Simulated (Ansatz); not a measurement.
# ZnN2H4: how energies converge with the basis set

An exercise on one series of results from a longer session: the logs are not shown, and one member is left open.

Method: one geometry, several basis sets; program: Ansatz 0.2.0, Gaussian basis.

Levels to be run: PBE0-D4/def2-SVP; ωB97M-V/def2-SVP; PBE0-D4/def2-QZVPP; ωB97M-V/def2-QZVPP; the functionals' def2-TZVPP values are taken from earlier runs.

**The relaxed structure**

An earlier PBE0-D4 in a triple-zeta def2 set relaxation fixed the geometry.

7 atoms, charge 0, spin multiplicity 1.

Atoms are counted from 1 here; the program's logs count them from 0.

Bond lengths: N1–Zn2 1.811 Å, N1–H4 1.009 Å, N1–H5 1.010 Å, Zn2–N3 1.811 Å, N3–H6 1.010 Å, N3–H7 1.009 Å. Angles: Zn2–N1–H4 117.8°, Zn2–N1–H5 117.9°, H4–N1–H5 108.3°, N1–Zn2–N3 174.1°, Zn2–N3–H6 117.9°, Zn2–N3–H7 117.8°, H6–N3–H7 108.3°.

As a file:

| atom | x (Å) | y (Å) | z (Å) |
| --- | --- | --- | --- |
| N1 | -1.4370 | -0.1735 | -1.0945 |
| Zn2 | 0.0281 | -0.0085 | -0.0423 |
| N3 | 1.5943 | 0.1259 | 0.8575 |
| H4 | -2.3123 | -0.4076 | -0.6492 |
| H5 | -1.6118 | 0.5496 | -1.7772 |
| H6 | 2.1469 | -0.7115 | 0.9710 |
| H7 | 1.5918 | 0.6256 | 1.7347 |

Set-up of the first run:

Input file in.yaml:

```yaml
crystal:
  periodic: [false, false, false]
  atoms:
    - {symbol: N, position_ang: [-1.437046, -0.173464, -1.094470]}
    - {symbol: Zn, position_ang: [0.028102, -0.008502, -0.042343]}
    - {symbol: N, position_ang: [1.594303, 0.125885, 0.857539]}
    - {symbol: H, position_ang: [-2.312252, -0.407595, -0.649214]}
    - {symbol: H, position_ang: [-1.611778, 0.549607, -1.777186]}
    - {symbol: H, position_ang: [2.146879, -0.711525, 0.971016]}
    - {symbol: H, position_ang: [1.591782, 0.625604, 1.734658]}
basis:
  gaussian: {orbitals: def2-SVP}
hamiltonian: {xc: pbe0, dispersion: d4}
output: {orbitals: {seedname: orbitals}}
```

On the command line:

```sh
$ ansatz run in.yaml --threads 2 --pin off --events-out ev --progress --plain --max-ram 32768MiB --backend cpu
```

Among the steps run: PBE0-D4 in def2-SVP; ωB97M-V in def2-SVP; PBE0-D4 in def2-QZVPP; ωB97M-V in def2-QZVPP.

One table of the session follows, with a row left open; its other results are not shown here.

It belongs to the step «Functionals by basis». 

| functional | basis | HOMO (eV) |
| --- | --- | --- |
| PBE0-D4 | def2-SVP | -6.20 |
| PBE0-D4 | def2-TZVPP | -6.76 |
| PBE0-D4 | def2-QZVPP | -6.82 |
| ωB97M-V | def2-SVP | -8.59 |
| ωB97M-V | def2-TZVPP | -9.15 |
| ωB97M-V | def2-QZVPP | ? |

Estimate the missing values for ωB97M-V, def2-QZVPP.

The run gave: HOMO (eV): -9.21. In the column «HOMO (eV)» it is the lowest.
